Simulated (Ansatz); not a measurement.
# Si2H4F2 (built from SMILES F[SiH](F)[SiH3]): search for a transition state

Aim: find the saddle point of a extrusion of a silylene or germylene that is to form Si1–H3 and break Si1–Si2, Si2–H3, prove it by its vibrations, and relax downhill on both sides to see what it joins.

The runs use Ansatz 0.2.0, Gaussian basis; PBE0-D4, def2-SVP first, then def2-TZVP.

114 further runs of the same task are left out: 114 set aside as unsound or not needed.

## Step 1: The system as given

The guess: 8 atoms, charge 0, spin multiplicity 1.

Atoms are counted from 1 here; the program's logs count them from 0.

Bond lengths: Si1–Si2 2.336 Å, Si1–H6 1.463 Å, Si1–H7 1.490 Å, Si1–H8 1.463 Å, Si2–F4 1.610 Å, Si2–F5 1.610 Å. Angles: Si2–Si1–H6 95.6°, Si2–Si1–H7 140.7°, Si2–Si1–H8 95.7°, H6–Si1–H7 103.0°, H6–Si1–H8 121.7°, H7–Si1–H8 103.1°, Si1–Si2–F4 126.1°, Si1–Si2–F5 127.5°, F4–Si2–F5 96.2°.

Geometry (Å):

```
atom     x (Å)     y (Å)     z (Å)
 Si1  -0.65380  -0.80000   0.45370
 Si2   0.87490   0.91270   0.02080
  H3  -0.18780   0.09960  -1.30630
  F4   0.51310   2.41870  -0.41840
  F5   2.24710   0.81400  -0.81560
  H6  -1.48280  -0.02280   1.37560
  H7  -1.64820  -1.66090  -0.24590
  H8   0.33730  -1.76140   0.93610
```

Distances that are to change: Si1–H3 2.03 Å, Si1–Si2 2.34 Å, Si2–H3 1.88 Å.

## Step 2: Constrained relaxation of the guess

Input file hold/in.yaml:

```yaml
crystal:
  periodic: [false, false, false]
  atoms:
    - {symbol: Si, position_ang: [-0.653800, -0.800000, 0.453700]}
    - {symbol: Si, position_ang: [0.874900, 0.912700, 0.020800]}
    - {symbol: H, position_ang: [-0.187800, 0.099600, -1.306300]}
    - {symbol: F, position_ang: [0.513100, 2.418700, -0.418400]}
    - {symbol: F, position_ang: [2.247100, 0.814000, -0.815600]}
    - {symbol: H, position_ang: [-1.482800, -0.022800, 1.375600]}
    - {symbol: H, position_ang: [-1.648200, -1.660900, -0.245900]}
    - {symbol: H, position_ang: [0.337300, -1.761400, 0.936100]}
basis:
  gaussian: {orbitals: def2-SVP}
hamiltonian: {xc: pbe0, dispersion: d4}
relax: {f_tol: 0.04, max_steps: 150, escape_saddle: false, constraints: [{distance: [0, 2]}, {distance: [0, 1]}, {distance: [1, 2]}]}
```

Command:

```bash
$ ansatz run in.yaml --threads 4 --pin off --events-out ev --progress --plain --max-ram 9574MiB
```

After this run come: A starting Hessian; Saddle search in the small basis; Saddle search in triple zeta; Vibrations at the point found; Relaxing after a step of 0.30 Å one way along the mode; Relaxing after a step of 0.30 Å the other way along the mode.

**Question.** What will these runs give? Wanted: imaginary mode; barrier from the start side; barrier from the end side; energy of the step; pairs that change; zero-point energy at the saddle.

As calculated:

| quantity | value |
| --- | --- |
| imaginary mode | 515i cm⁻¹ |
| barrier from the start side | 2.408 eV |
| barrier from the end side | 1.002 eV |
| energy of the step | +1.406 eV |
| pairs that change | Si1–H3 formed, Si1–Si2 broken, Si2–H3 broken |
| zero-point energy at the saddle | 1.030 eV |

What this shows: One imaginary mode, 515i cm⁻¹, makes this a first-order saddle. The two relaxations end on the structures that were planned. At PBE0-D4/def2-TZVP the electronic barrier is 2.408 eV, about 94 kT at 298 K, and the step runs 1.406 eV uphill.
